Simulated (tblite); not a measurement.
# C7H11FOS: the cost of one run

Computed with tblite 0.8.0 and PySCF 2.14.0, with density-fitted response routines of our own, on a single molecule in the gas phase. Atoms are numbered from 0 throughout.

### 1 Starting geometry

21 atoms, charge 0, multiplicity 1; geometry from: force field or distance geometry start.

Bonds of the start (Å): C0–C1 1.51, C1–C2 1.54, C2–C3 1.49, C3–C4 1.33, C4–C5 1.49, C5–C6 1.52, C6–F7 1.37, C6–S8 1.83, S8–O9 1.50, S8–C3 1.81, C0–H10 1.10, C0–H11 1.10, C0–H12 1.11, C1–H13 1.09, C1–H14 1.11, C2–H15 1.10, C2–H16 1.10, C4–H17 1.09, C5–H18 1.09, C5–H19 1.10, C6–H20 1.09.

### 2 Relaxing the molecule with GFN2-xTB

Job settings and geometry (Å):

```
{"job": {"kind": "relax", "xc": "GFN2-xTB", "basis": "xTB"}, "charge": 0, "multiplicity": 1}
C     -3.372200    -0.022400     0.369200
C     -1.916500     0.373300     0.425300
C     -1.020000    -0.673100    -0.257000
C      0.418100    -0.281800    -0.234700
C      1.155000     0.088700    -1.273000
C      2.605500     0.344800    -1.024000
C      2.781400     0.510900     0.479300
F      2.694600     1.837300     0.801500
S      1.415800    -0.411100     1.273900
O      1.800200    -1.856400     1.360300
H     -3.557000    -0.983800     0.860300
H     -3.724500    -0.100300    -0.665900
H     -3.999700     0.735800     0.883000
H     -1.775300     1.349600    -0.038900
H     -1.622600     0.483400     1.488500
H     -1.159400    -1.648200     0.228200
H     -1.358400    -0.783900    -1.297000
H      0.749500     0.165500    -2.282100
H      3.187300    -0.505700    -1.386200
H      2.948300     1.248100    -1.539800
H      3.741000     0.146200     0.849400
```

On the command line:

```sh
$ OMP_NUM_THREADS=1 python probes_run.py task.json out
```

This one command runs all jobs of the session in turn.

Q: Estimate the wall time and peak memory of this first job on 1 thread of Intel Xeon at 2.70GHz, shared host.

About 1.7 s, with a peak of 0.18 GiB.
